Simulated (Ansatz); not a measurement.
Crystal: SnTe3.

```
CELL_PARAMETERS angstrom
0.00000 3.86122 3.86122
3.86122 0.00000 3.86122
3.86122 3.86122 0.00000
ATOMIC_POSITIONS crystal
Te 0.50000 0.50000 0.50000
Te 0.75000 0.75000 0.75000
Te 0.25000 0.25000 0.25000
Sn 0.00000 0.00000 0.00000
```

The cell comes from a database or a generator and needn't be the stable form of this composition.

```yaml
Program: Ansatz 0.2.0
Task: relaxation of cell and atoms
Functional: HSE06
Potentials_or_basis: Ansatz PAW
Cutoff: "420 eV (not typed: the program's choice for these potentials)"
k_mesh: 4 × 4 × 4
Occupations: fermi-dirac, width 0.05 eV
Spin: no spin polarisation
```

At the start: volume 28.78 Å³/atom.

How do energy, volume and symmetry change on relaxing?

It ends after 4 steps and the volume is 27.99 Å³/atom (-2.8 %); space group Fm-3m (No. 225, to 0.05 Å).

The path:
| step | energy change (eV) | largest force (eV/Å) | volume (Å³) |
| --- | --- | --- | --- |
| 1 | 0.0000 | 0.0000 | 115.13 |
| 2 | -0.0146 | 0.0000 | 110.84 |
| 3 | -0.0160 | 0.0000 | 111.96 |
| 4 | -0.0151 | 0.0000 | 111.96 |

Final structure:
```yaml
crystal:
  lattice:
    - [0.00000, 3.82545, 3.82545]
    - [3.82545, 0.00000, 3.82545]
    - [3.82545, 3.82545, 0.00000]
  atoms:
    - { symbol: Te, position: [0.50000, 0.50000, 0.50000] }
    - { symbol: Te, position: [0.75000, 0.75000, 0.75000] }
    - { symbol: Te, position: [0.25000, 0.25000, 0.25000] }
    - { symbol: Sn, position: [0.00000, 0.00000, 0.00000] }
```

Caveat: the plane-wave basis is chosen anew once the cell has moved, so the energies of steps on either side of that aren't comparable; the PAW data sets come from PBE, with cores solved anew for the run's functional, which leaves a small shift of forces and pressure.
